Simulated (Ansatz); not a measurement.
**C2H7B2F: geometry optimisation, by script**

What geometry does C2H7B2F take? A script is to give a geometry optimisation; the system is C2H7B2F. SMILES: BC(B)(C)F.

Program: Ansatz 0.2.0, driven from Python. Level of theory: r2SCAN/6-31G*. These are calculated values, not measurements.

**1. The system**

Bond lengths: B1–C2 1.534 Å, C2–B3 1.581 Å, C2–C4 1.558 Å, C2–F5 1.381 Å, B1–H6 1.235 Å, B1–H7 1.186 Å, B3–H8 1.138 Å, B3–H9 1.250 Å, C4–H10 1.155 Å, C4–H11 1.040 Å, C4–H12 1.095 Å. Angles (14 of 18 angles, heavy atoms first): B1–C2–B3 107.3°, B1–C2–C4 113.0°, B1–C2–F5 109.7°, B3–C2–C4 110.7°, B3–C2–F5 110.1°, C4–C2–F5 106.0°, C2–B1–H6 121.5°, C2–B1–H7 123.1°, C2–B3–H8 122.3°, C2–B3–H9 120.0°, C2–C4–H10 105.7°, C2–C4–H11 111.4°, C2–C4–H12 108.4°, H6–B1–H7 115.0°.

No structure file is read: the coordinates are typed or built in the script.

**2. The script**

opt_c2h7b2f.py reads:

```python
# -*- coding: utf-8 -*-
"""Geometry optimisation of C2H7B2F."""

import ansatz as az
import numpy as np

mol = (
    az.Crystal.molecule()
    .atom("B", (-1.323, 0.6936, -0.1896))
    .atom("C", (0.1434, 0.3524, 0.1058))
    .atom("B", (0.1732, -0.456, 1.4641))
    .atom("C", (0.8214, -0.4628, -1.0364))
    .atom("F", (0.877, 1.5159, 0.2302))
    .atom("H", (-1.9767, 1.4305, 0.5547))
    .atom("H", (-1.8673, 0.3896, -1.1981))
    .atom("H", (-0.3006, -1.4848, 1.5701))
    .atom("H", (0.8019, -0.0054, 2.4456))
    .atom("H", (0.1871, -1.421, -1.1557))
    .atom("H", (1.7986, -0.7193, -0.7912))
    .atom("H", (0.742, 0.112, -1.9655))
)

calc = mol.calculation()
calc = calc.basis(gaussian="6-31G*")
calc = calc.functional("r2SCAN")
calc = calc.accuracy("medium")
symbols = [site.symbol for site in mol.cartesian_sites]
start = np.array([site.position_ang for site in mol.cartesian_sites], dtype=float)
def progress(event):
    if event["event"] == "relax_step":
        row = event["data"]
        print(f"step {row['step']:3d}  E = {row['lagrangian_ev']:.6f} eV  largest force component {row['allowed_force_max_ev_ang']:.4f} eV/A")


rep = calc.relax(force_tolerance=0.005).session().plan().execute(on_event=progress).report
end = np.array(rep["positions_ang"])

print(f"E = {rep['free_energy_ev']:.6f} eV = {rep['free_energy_ev'] / 27.211386246:.7f} Ha")
print("converged:", rep["converged"], " doubts:", rep["published_state_doubts"] or "none")

print("final positions (A) and the move of each atom")
for symbol, xyz, old in zip(symbols, end, start):
    print(f"{symbol:2s} {xyz[0]:10.5f} {xyz[1]:10.5f} {xyz[2]:10.5f}   {np.linalg.norm(xyz - old):7.4f}")
with open("c2h7b2f_opt.xyz", "w") as handle:
    handle.write(f"{len(symbols)}\nrelaxed C2H7B2F\n")
    handle.writelines(f"{s:2s} {x:11.6f} {y:11.6f} {z:11.6f}\n" for s, (x, y, z) in zip(symbols, end))
```

**3. What the engine is handed**

The engine receives this input:

```yaml
crystal:
  periodic: [false, false, false]
  atoms:
    - { symbol: B, position_ang: [-1.323, 0.6936, -0.1896] }
    - { symbol: C, position_ang: [0.1434, 0.3524, 0.1058] }
    - { symbol: B, position_ang: [0.1732, -0.456, 1.4641] }
    - { symbol: C, position_ang: [0.8214, -0.4628, -1.0364] }
    - { symbol: F, position_ang: [0.877, 1.5159, 0.2302] }
    - { symbol: H, position_ang: [-1.9767, 1.4305, 0.5547] }
    - { symbol: H, position_ang: [-1.8673, 0.3896, -1.1981] }
    - { symbol: H, position_ang: [-0.3006, -1.4848, 1.5701] }
    - { symbol: H, position_ang: [0.8019, -0.0054, 2.4456] }
    - { symbol: H, position_ang: [0.1871, -1.421, -1.1557] }
    - { symbol: H, position_ang: [1.7986, -0.7193, -0.7912] }
    - { symbol: H, position_ang: [0.742, 0.112, -1.9655] }
accuracy: medium
basis:
  gaussian:
    orbitals: "6-31G*"
hamiltonian:
  xc: r2scan
relax:
  f_tol: 0.005
```

**4. Running it**

Run with:

```
python opt_c2h7b2f.py
```

The log of the run:

```text
step   1  E = -6251.684949 eV  largest force component 3.6259 eV/A
step   2  E = -6251.999646 eV  largest force component 1.0704 eV/A
step   3  E = -6252.092832 eV  largest force component 0.4420 eV/A
step   4  E = -6252.145013 eV  largest force component 0.3679 eV/A
step   5  E = -6252.190913 eV  largest force component 0.4482 eV/A
step   6  E = -6252.223597 eV  largest force component 0.1503 eV/A
step   7  E = -6252.230716 eV  largest force component 0.0745 eV/A
step   8  E = -6252.233709 eV  largest force component 0.1520 eV/A
step   9  E = -6252.233992 eV  largest force component 0.1691 eV/A
step  10  E = -6252.243430 eV  largest force component 0.1725 eV/A
step  11  E = -6252.241449 eV  largest force component 0.3000 eV/A
step  12  E = -6252.248296 eV  largest force component 0.0876 eV/A
step  13  E = -6252.251955 eV  largest force component 0.1526 eV/A
step  14  E = -6252.254040 eV  largest force component 0.2495 eV/A
step  15  E = -6252.256817 eV  largest force component 0.3289 eV/A
step  16  E = -6252.267773 eV  largest force component 0.1350 eV/A
step  17  E = -6252.274559 eV  largest force component 0.2117 eV/A
step  18  E = -6252.274302 eV  largest force component 0.2598 eV/A
step  19  E = -6252.277550 eV  largest force component 0.1072 eV/A
step  20  E = -6252.279302 eV  largest force component 0.1399 eV/A
step  21  E = -6252.280263 eV  largest force component 0.0783 eV/A
step  22  E = -6252.280577 eV  largest force component 0.0644 eV/A
step  23  E = -6252.280759 eV  largest force component 0.0276 eV/A
step  24  E = -6252.280868 eV  largest force component 0.0059 eV/A
step  25  E = -6252.280875 eV  largest force component 0.0037 eV/A
E = -6252.280882 eV = -229.7670844 Ha
converged: True  doubts: none
final positions (A) and the move of each atom
B    -1.52287    0.74447   -0.12625    0.2158
C    -0.01701    0.59924    0.00481    0.3112
B     0.31338   -0.46688    1.10899    0.3819
C     0.78723   -0.45383   -0.82091    0.2184
F     0.74849    1.76428    0.12234    0.2997
H    -2.05490    1.76857    0.18976    0.5036
H    -2.16888   -0.21079   -0.44994    1.0056
H    -0.34596   -1.45278    1.23654    0.3381
H     1.25608   -0.23072    1.80357    0.8181
H     0.15218   -1.05837   -1.46821    0.4800
H     1.38649   -1.16739   -0.19227    0.8540
H     1.54275    0.10889   -1.37443    0.9953
```

Run time: 2.4 min. Hardware: 1 thread of Arm Neoverse V2, shared host; peak memory 0.25 GiB.

It wrote c2h7b2f_opt.xyz:

```xyz
12
relaxed C2H7B2F
B    -1.522868    0.744474   -0.126253
C    -0.017005    0.599244    0.004812
B     0.313378   -0.466878    1.108987
C     0.787229   -0.453832   -0.820908
F     0.748493    1.764281    0.122341
H    -2.054896    1.768569    0.189760
H    -2.168878   -0.210788   -0.449940
H    -0.345957   -1.452780    1.236541
H     1.256084   -0.230725    1.803568
H     0.152181   -1.058366   -1.468215
H     1.386492   -1.167392   -0.192267
H     1.542746    0.108893   -1.374426
```

Lines on the test bed's own set-up are left out of the output.

A comment line of the script is reworded here; the code is as run.

**5. Size and end state of the run**

From the engine's report, whether the script printed it or not:

```
             item        value
SCF cycles in all          212
         orbitals           89
total energy (eV)  -6252.28088
```

**6. How the relaxation went**

The steps of the relaxation:

| step | energy from step 1 (eV) | largest force component (eV/Å) |
| --- | --- | --- |
| 1 | 0.0000 | 3.6259 |
| 2 | -0.3147 | 1.0704 |
| 3 | -0.4079 | 0.4420 |
| 4 | -0.4601 | 0.3679 |
| 5 | -0.5060 | 0.4482 |
| 6 | -0.5386 | 0.1503 |
| 7 | -0.5458 | 0.0745 |
| 8 | -0.5488 | 0.1520 |
| 9 | -0.5490 | 0.1691 |
| 10 | -0.5585 | 0.1725 |
| 11 | -0.5565 | 0.3000 |
| 12 | -0.5633 | 0.0876 |
| 13 | -0.5670 | 0.1526 |
| 14 | -0.5691 | 0.2495 |
| 15 | -0.5719 | 0.3289 |
| 16 | -0.5828 | 0.1350 |
| 17 | -0.5896 | 0.2117 |
| 18 | -0.5894 | 0.2598 |
| 19 | -0.5926 | 0.1072 |
| 20 | -0.5944 | 0.1399 |
| 21 | -0.5953 | 0.0783 |
| 22 | -0.5956 | 0.0644 |
| 23 | -0.5958 | 0.0276 |
| 24 | -0.5959 | 0.0059 |
| 25 | -0.5959 | 0.0037 |

Step 1 is the start. Steps 11, 18 were tried and not accepted.

Before: Bond lengths: B1–C2 1.534 Å, C2–B3 1.581 Å, C2–C4 1.558 Å, C2–F5 1.381 Å, B1–H6 1.235 Å, B1–H7 1.186 Å, B3–H8 1.138 Å, B3–H9 1.250 Å, C4–H10 1.155 Å, C4–H11 1.040 Å, C4–H12 1.095 Å. Angles (14 of 18 angles, heavy atoms first): B1–C2–B3 107.3°, B1–C2–C4 113.0°, B1–C2–F5 109.7°, B3–C2–C4 110.7°, B3–C2–F5 110.1°, C4–C2–F5 106.0°, C2–B1–H6 121.5°, C2–B1–H7 123.1°, C2–B3–H8 122.3°, C2–B3–H9 120.0°, C2–C4–H10 105.7°, C2–C4–H11 111.4°, C2–C4–H12 108.4°, H6–B1–H7 115.0°.

After: Bond lengths: B1–C2 1.519 Å, C2–B3 1.570 Å, C2–C4 1.561 Å, C2–F5 1.399 Å, B1–H6 1.197 Å, B1–H7 1.198 Å, B3–H8 1.193 Å, B3–H9 1.195 Å, C4–H10 1.090 Å, C4–H11 1.124 Å, C4–H12 1.093 Å. Angles (14 of 18 angles, heavy atoms first): B1–C2–B3 109.5°, B1–C2–C4 122.0°, B1–C2–F5 118.0°, B3–C2–C4 78.8°, B3–C2–F5 113.0°, C4–C2–F5 108.9°, C2–B1–H6 120.0°, C2–B1–H7 118.8°, C2–B3–H8 121.3°, C2–B3–H9 116.2°, C2–C4–H10 112.8°, C2–C4–H11 114.0°, C2–C4–H12 106.1°, H6–B1–H7 120.9°.

**7. What came out**

| quantity | value |
| --- | --- |
| total energy | -6252.2809 eV |
| dipole moment | 2.29 D |
| moves of the relaxation | 22 |
| energy gained | 0.596 eV |
| last largest force component | 0.0037 eV/Å |

**Reading.** The relaxation took 22 moves; the largest shift is 1.006 Å, of atom 7 (H). So large a move can change the bonding: the results belong to the relaxed structure. The end point is the stationary point reached from this start; no frequency run checks that it is a minimum, and the basis set is modest.
